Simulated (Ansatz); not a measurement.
# C2H3ClSi (SMILES ClC1=C[SiH2]1) at PBE/def2-SVP

What is the electronic atomisation energy of C2H3ClSi at PBE/def2-SVP? 

The calculation is run with Ansatz 0.2.0.

57 further runs of the same task are left out: 57 set aside as unsound or not needed.

### Step 1. The molecule

C2H3ClSi: 7 atoms, total charge 0, spin state singlet. As SMILES, `ClC1=C[SiH2]1`. Geometry: relaxed at PBE0-D4/def2-TZVP.

Bond lengths: Cl1–C2 1.700 Å, C2–C3 1.327 Å, C2–Si4 1.804 Å, C3–Si4 1.819 Å, C3–H5 1.082 Å, Si4–H6 1.482 Å, Si4–H7 1.482 Å. Some angles: Cl1–C2–C3 135.8°, Cl1–C2–Si4 155.1°, C3–C2–Si4 69.2°, C2–C3–Si4 67.9°, C2–Si4–C3 43.0°, C2–C3–H5 137.0°, Si4–C3–H5 155.1°, C2–Si4–H6 121.6°, C2–Si4–H7 121.6°, C3–Si4–H6 121.6°.

### Step 2. The energy at PBE/def2-SVP

molecule.yaml reads:

```yaml
crystal:
  periodic: [false, false, false]
  atoms:
    - symbol: Cl
      position_ang: [-1.169200, -2.293300, 0.411500]
    - symbol: C
      position_ang: [-0.358000, -0.819900, 0.163200]
    - symbol: C
      position_ang: [0.836800, -0.330000, 0.466700]
    - symbol: Si
      position_ang: [-0.185900, 0.871600, -0.438900]
    - symbol: H
      position_ang: [1.727500, -0.673800, 0.975600]
    - symbol: H
      position_ang: [-0.837800, 2.011300, 0.248800]
    - symbol: H
      position_ang: [0.047800, 1.166200, -1.872600]
basis:
  gaussian:
    orbitals: def2-SVP
hamiltonian:
  xc: pbe
accuracy: high
output: {orbitals: {seedname: orbitals}}
```

On the command line:

```bash
$ ansatz run molecule.yaml --threads 1 --pin off --max-ram 3480MiB --events-out events.jsonl --progress --plain --runs-dir runs
```

The program printed:

```text
Warning: RAYON_NUM_THREADS=1 ignored (pool sized by the plan → 1); use --threads N
Functional definition: PBE
  name "PBE"
  parameter kappa = 0.804
  parameter beta = 0.06672455060314922
  exchange = pbe_x(kappa = kappa, mu = beta*pi^2/3)
  correlation = pbe_c(beta = beta)
1684 factors; integrals over basis functions are off by at most 3.6e-9 eV
mean field evaluation 1: about -22490.9594 eV, gradient 6.2e1 eV
mean field evaluation 2: about -22460.6573 eV, gradient 1.1e2 eV
mean field evaluation 4: about -22500.7972 eV, gradient 7.1e0 eV
mean field evaluation 8: about -22500.9756 eV, gradient 1.7e-1 eV
mean field evaluation 16: about -22500.9757 eV, gradient 4.6e-6 eV
mean field -22500.97572568 eV, -826.8956062095 hartree, gradient 3.8e-8 eV, S^2 0.000000; 0 other end points of the search recorded, 0 dependent functions left out
reference -22500.97572859 eV, -826.8956063164 hartree; 23, 23 occupied and 56, 56 virtual orbitals, 1684 factors
Total energy: -22500.97572859 eV, -826.8956063164 hartree
```

Run time: 4.2 s. Hardware: 1 thread of Arm Neoverse V2, shared host; peak memory 0.19 GiB.

### Step 3. The C atom at the same level

job.yaml reads:

```yaml
basis:
  gaussian:
    orbitals: def2-SVP
crystal:
  periodic: [false, false, false]
  atoms:
    - symbol: C
      position_ang: [0.000000, 0.000000, 0.000000]
magnetization:
  spin_polarized: true
  initial_magnetization: 2
accuracy: high
hamiltonian:
  xc: pbe
```

Run the same way, it converges to -37.75124 Eh (log not shown).

### Step 4. The Cl atom

run.yaml reads:

```yaml
crystal:
  periodic: [false, false, false]
  atoms:
    - {symbol: Cl, position_ang: [0.000000, 0.000000, 0.000000]}
basis:
  gaussian: {orbitals: def2-SVP}
magnetization: {spin_polarized: true, initial_magnetization: 1}
hamiltonian: {xc: pbe}
accuracy: high
```

On the command line:

```bash
$ ansatz run run.yaml --threads 1 --pin off --max-ram 3480MiB --events-out events.jsonl --progress --plain --runs-dir runs
```

The program printed:

```text
Warning: RAYON_NUM_THREADS=1 ignored (pool sized by the plan → 1); use --threads N
Functional definition: PBE
  name "PBE"
  parameter kappa = 0.804
  parameter beta = 0.06672455060314922
  exchange = pbe_x(kappa = kappa, mu = beta*pi^2/3)
  correlation = pbe_c(beta = beta)
134 factors; integrals over basis functions are off by at most 2.6e-9 eV
mean field evaluation 1: about -12511.6460 eV, gradient 3.4e0 eV
mean field evaluation 2: about -12511.7044 eV, gradient 1.5e0 eV
mean field evaluation 4: about -12511.7137 eV, gradient 3.6e-1 eV
mean field evaluation 8: about -12511.7143 eV, gradient 8.2e-5 eV
mean field evaluation 16: about -12511.7143 eV, gradient 7.6e-9 eV
mean field evaluation 32: about -12511.7143 eV, gradient 1.7e-1 eV
mean field -12511.71429011 eV, -459.7970194169 hartree, gradient 4.7e-9 eV, S^2 0.751591; 2 other end points of the search recorded, 0 dependent functions left out
reference -12511.71429105 eV, -459.7970194516 hartree; 9, 8 occupied and 9, 10 virtual orbitals, 134 factors
Total energy: -12511.71429105 eV, -459.7970194516 hartree
```

Wall time 0.9 s (1 thread of Arm Neoverse V2, shared host).

### Step 5. The H atom, same level

Edit run.yaml of step 4 so:

```diff
@@ -3,3 +3,4 @@
   atoms:
-    - {symbol: Cl, position_ang: [0.000000, 0.000000, 0.000000]}
+    - symbol: H
+      position_ang: [0.000000, 0.000000, 0.000000]
 basis:
```

On the command line:

```bash
$ ansatz run run.yaml --threads 1 --pin off --max-ram 3480MiB --events-out events.jsonl --progress --plain --runs-dir runs
```

The program printed:

```text
Warning: RAYON_NUM_THREADS=1 ignored (pool sized by the plan → 1); use --threads N
Functional definition: PBE
  name "PBE"
  parameter kappa = 0.804
  parameter beta = 0.06672455060314922
  exchange = pbe_x(kappa = kappa, mu = beta*pi^2/3)
  correlation = pbe_c(beta = beta)
15 factors; integrals over basis functions are off by at most 8.9e-10 eV
mean field evaluation 1: about -13.5665 eV, gradient 4.0e-1 eV
mean field evaluation 2: about -13.5663 eV, gradient 4.0e-1 eV
mean field evaluation 4: about -13.5684 eV, gradient 5.7e-6 eV
mean field evaluation 8: about -13.5684 eV, gradient 2.0e-10 eV
mean field -13.56839668 eV, -0.4986293811 hartree, gradient 1.3e-10 eV, S^2 0.750000; 0 other end points of the search recorded, 0 dependent functions left out
reference -13.56839849 eV, -0.4986294476 hartree; 1, 0 occupied and 4, 5 virtual orbitals, 15 factors
Total energy: -13.56839849 eV, -0.4986294476 hartree
```

It took 0.1 s on 1 thread of Arm Neoverse V2, shared host.

### Step 6. The Si atom at the same level

in.yaml reads:

```yaml
crystal:
  periodic: [false, false, false]
  atoms:
    - {symbol: Si, position_ang: [0.000000, 0.000000, 0.000000]}
basis:
  gaussian:
    orbitals: def2-SVP
magnetization:
  spin_polarized: true
  initial_magnetization: 2
hamiltonian:
  xc: pbe
accuracy: high
```

Run the same way, it converges to -289.12416 Eh (log not shown).

### Step 7. Outcome

Level: PBE/def2-SVP.

```
                     quantity          value
       molecule: total energy  -826.89561 Eh
        molecule: HOMO energy       -6.47 eV
        molecule: LUMO energy       -1.22 eV
      molecule: HOMO–LUMO gap        5.25 eV
         C atom: total energy   -37.75124 Eh
                 C atom: ⟨S²⟩          2.002
        Cl atom: total energy  -459.79702 Eh
                Cl atom: ⟨S²⟩          0.752
         H atom: total energy    -0.49863 Eh
                 H atom: ⟨S²⟩          0.750
        Si atom: total energy  -289.12416 Eh
                Si atom: ⟨S²⟩          2.003
electronic atomisation energy      26.560 eV
```

**Reading.** Taking the molecule apart into free atoms costs 26.56 eV (2563 kJ/mol), before zero-point energy and without spin-orbit coupling.
